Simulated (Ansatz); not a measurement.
Crystal: Ba2Tl5V3O12.

```
Ba V Tl O
1.0
    10.97457    0.00000    0.00000
     0.00000   10.97457    0.00000
     0.00000    0.00000    6.60400
Ba V Tl O
2 3 5 12
Cartesian
  0.0000 5.4873 0.0000
  5.4873 0.0000 0.0000
  5.4873 5.4873 0.0000
  5.4873 0.0000 3.3020
  0.0000 5.4873 3.3020
  5.4873 5.4873 3.3020
  7.8205 3.1541 2.6567
  3.1541 7.8205 2.6567
  7.8205 7.8205 3.9473
  3.1541 3.1541 3.9473
  4.5066 6.4680 1.0415
  6.4680 4.5066 1.0415
  6.4680 6.4680 5.5625
  4.5066 4.5066 5.5625
  6.4378 0.9405 2.2043
  4.5368 0.9405 4.3997
  6.4378 10.0340 4.3997
  4.5368 10.0340 2.2043
  0.9405 6.4378 2.2043
  0.9405 4.5368 4.3997
  10.0340 6.4378 4.3997
  10.0340 4.5368 2.2043
```

The cell was built by a generator and needn't be a form met in nature.

| Item | Value |
| --- | --- |
| Program | Ansatz 0.2.0 |
| Task | relaxation of cell and atoms |
| Functional | PBEsol |
| Dispersion | D3(BJ) |
| Potentials or basis | Ansatz PAW |
| Cutoff | 420 eV (not typed: the program's choice for these potentials) |
| k mesh | 2 × 2 × 3 |
| Occupations | fermi-dirac, width 0.05 eV |
| Spin | collinear spin, ferromagnetic start |
| Starting moments | [0.0, 0.0, 2.0, 2.0, 2.0, 0.0, 0.0, 0.0, 0.0, 0.0, 0.0, 0.0, 0.0, 0.0, 0.0, 0.0, 0.0, 0.0, 0.0, 0.0, 0.0, 0.0] μB |

At the start: volume 36.15 Å³/atom.

Q: Where does the relaxation end?

A: It ends after 11 steps and the volume is 31.68 Å³/atom (-12.4 %); space group P-42m (No. 111, to 0.05 Å); moment 0.00 μB per cell.

Step by step:
```csv
step,energy change (eV),largest force (eV/Å),volume (Å³)
1,0.0000,0.3968,795.39
2,-0.1205,0.3961,741.38
3,-0.2935,0.1186,742.36
4,-0.3604,0.2157,713.31
5,-0.3889,0.1744,707.06
6,-0.4079,0.0188,707.22
7,-0.4068,0.0099,708.17
8,-0.3446,0.0099,708.17
9,-0.3647,0.0160,697.99
10,-0.3662,0.0013,697.02
11,-0.3523,0.0014,697.02
```

Final structure:
```
Ba V Tl O
1.0
    10.35414    0.00000    0.00000
     0.00000   10.35414    0.00000
     0.00000    0.00000    6.50159
Ba V Tl O
2 3 5 12
Direct
  0.00000 0.50000 0.00000
  0.50000 0.00000 0.00000
  0.50000 0.50000 0.00000
  0.50000 0.00000 0.50000
  0.00000 0.50000 0.50000
  0.50000 0.50000 0.50000
  0.70966 0.29034 0.44059
  0.29034 0.70966 0.44059
  0.70966 0.70966 0.55941
  0.29034 0.29034 0.55941
  0.40604 0.59396 0.15968
  0.59396 0.40604 0.15968
  0.59396 0.59396 0.84032
  0.40604 0.40604 0.84032
  0.59159 0.08936 0.33263
  0.40841 0.08936 0.66737
  0.59159 0.91064 0.66737
  0.40841 0.91064 0.33263
  0.08936 0.59159 0.33263
  0.08936 0.40841 0.66737
  0.91064 0.59159 0.66737
  0.91064 0.40841 0.33263
```

Caveat: the plane-wave basis is chosen anew once the cell has moved, so the energies of steps on either side of that aren't comparable; the PAW data sets come from PBE, with cores solved anew for the run's functional, which leaves a small shift of forces and pressure; the starting moments weren't kept.
